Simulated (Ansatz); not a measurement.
HfV2:

```
Hf V
1.0
     0.00000    3.70600    3.70600
     3.70600    0.00000    3.70600
     3.70600    3.70600    0.00000
Hf V
2 4
Direct
  0.75000 0.75000 0.75000
  0.50000 0.50000 0.50000
  0.12500 0.62500 0.12500
  0.12500 0.12500 0.62500
  0.62500 0.12500 0.12500
  0.12500 0.12500 0.12500
```

* Program: Ansatz 0.2.0
* Task: relaxation of cell and atoms
* Functional: PBEsol
* Potentials or basis: Ansatz PAW
* Cutoff: 420 eV (not typed: the program's choice for these potentials)
* k mesh: 6 × 6 × 6
* Occupations: fermi-dirac, width 0.05 eV
* Spin: collinear spin, ferromagnetic start
* Starting moments: [0.0, 0.0, 2.0, 2.0, 2.0, 2.0] μB

At the start: volume 16.97 Å³/atom.

**Question.** How do energy, volume and symmetry change on relaxing?

**Answer.** It ends after 6 steps and the volume is 15.69 Å³/atom (-7.5 %); space group Fd-3m (No. 227, to 0.05 Å); moment 0.00 μB per cell.

The path:
```csv
step,energy change (eV),largest force (eV/Å),volume (Å³)
1,0.0000,0.0000,101.80
2,-0.1508,0.0000,89.52
3,-0.2654,0.0000,94.71
4,-0.2672,0.0000,94.17
5,-0.2672,0.0000,94.13
6,-0.2649,0.0000,94.13
```

Final structure:
```
Hf V
1.0
     0.00000    3.61053    3.61053
     3.61053    0.00000    3.61053
     3.61053    3.61053    0.00000
Hf V
2 4
Direct
  0.75000 0.75000 0.75000
  0.50000 0.50000 0.50000
  0.12500 0.62500 0.12500
  0.12500 0.12500 0.62500
  0.62500 0.12500 0.12500
  0.12500 0.12500 0.12500
```

Caveat: the plane-wave basis is chosen anew once the cell has moved, so the energies of steps on either side of that aren't comparable; the PAW data sets come from PBE, with cores solved anew for the run's functional, which leaves a small shift of forces and pressure; the starting moments weren't kept.
